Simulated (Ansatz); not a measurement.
# HSBr (triplet): wave-function methods side by side at distance Br1–H2 along a hydrogen transfer = 1.676 Å, cc-pVTZ

Aim: climb from Hartree-Fock through coupled cluster and multireference methods for HSBr (triplet) at one geometry and basis, and see what each rung misses.

Computed with Ansatz 0.2.0, Gaussian basis. Level: cc-pVTZ, core rule «outside noble gas», up to 19 orbitals frozen.

The runs, in order: UHF; CCSD(T) on ROHF; CCSD(T) on UHF; BCCD(T) on ROHF; CCSDT(Q) on ROHF; CCSDT(Q) on UHF; CASSCF and MRCISD+Q, 4 electrons in 4 orbitals; CASSCF and NEVPT2, 4 electrons in 4 orbitals; CASSCF and MRCISD+Q, 14 electrons in 9 orbitals; CASSCF and NEVPT2, 14 electrons in 9 orbitals.

### Step 1. The geometry

The geometry derives from fragments relaxed apart (PBE0/def2-TZVP) and kept rigid, so it is no stationary point. A hydrogen atom is moved between rigid fragments. No spin-orbit coupling is included. The filled d shell of Br may be among the frozen orbitals whatever the setting's name suggests; the logs give the count.

3 atoms, charge 0, spin multiplicity 3.

Atoms are counted from 1 here; the program's logs count them from 0.

Bond lengths: Br1–H2 1.676 Å, H2–S3 1.482 Å. Angles: Br1–H2–S3 180.0°.

### Step 2. UHF

in.yaml

```yaml
crystal:
  periodic: [false, false, false]
  atoms:
    - {symbol: Br, position_ang: [0.000000, 0.000000, -1.611333]}
    - {symbol: H, position_ang: [0.000000, 0.000000, 0.064667]}
    - {symbol: S, position_ang: [0.000000, 0.000000, 1.546667]}
basis:
  gaussian: {orbitals: cc-pVTZ}
magnetization: {spin_polarized: true, initial_magnetization: 2}
hamiltonian: {xc: hf}
output: {orbitals: {seedname: orbitals}}
```

Launch:

```bash
> ansatz run in.yaml --threads 1 --pin off --events-out ev --progress --plain --max-ram 4096MiB --backend cpu
```

Further steps of the session: CCSD(T) on ROHF; CCSD(T) on UHF; BCCD(T) on ROHF; CCSDT(Q) on ROHF; CCSDT(Q) on UHF; CASSCF and MRCISD+Q, 4 electrons in 4 orbitals; CASSCF and NEVPT2, 4 electrons in 4 orbitals; CASSCF and MRCISD+Q, 14 electrons in 9 orbitals; CASSCF and NEVPT2, 14 electrons in 9 orbitals.

Before running them: what should the planned runs give, taken together? Wanted: UCCSDT(Q) below the RHF energy; RMP2 from UCCSDT(Q); UMP2 from UCCSDT(Q); RCCSD from UCCSDT(Q); RCCSD(T) from UCCSDT(Q); UCCSD(T) from UCCSDT(Q); RCCSDT(Q) from UCCSDT(Q); NEVPT2 pair from UCCSDT(Q); MRCISD+Q pair from UCCSDT(Q).

The runs gave:

```
                         quantity                      value
   UCCSDT(Q) below the RHF energy                -10.2705 eV
              RMP2 from UCCSDT(Q)              +138.9 kJ/mol
              UMP2 from UCCSDT(Q)              +150.7 kJ/mol
             RCCSD from UCCSDT(Q)               +43.2 kJ/mol
          RCCSD(T) from UCCSDT(Q)                +5.3 kJ/mol
          UCCSD(T) from UCCSDT(Q)                +5.6 kJ/mol
         RCCSDT(Q) from UCCSDT(Q)                +0.2 kJ/mol
       NEVPT2 pair from UCCSDT(Q)              +140.0 kJ/mol
     MRCISD+Q pair from UCCSDT(Q)               +23.1 kJ/mol
    NEVPT2 valence from UCCSDT(Q)              +209.9 kJ/mol
levels within 1 kcal/mol (43 meV)  RCCSDT, UCCSDT, RCCSDT(Q)
                    T1 diagnostic                      0.021
   effectively unpaired electrons                       2.01
```

RCCSD(T) lands +5.3 kJ/mol from the yardstick (0.5 % of the correlation energy). One determinant dominates. Of the multireference levels listed MRCISD+Q valence comes nearest in total energy (+21.1 kJ/mol), which doesn't show that its space is the better one. These misses are within one basis, not against nature; the frozen cores of restricted and unrestricted runs differ, which can shift their rows.
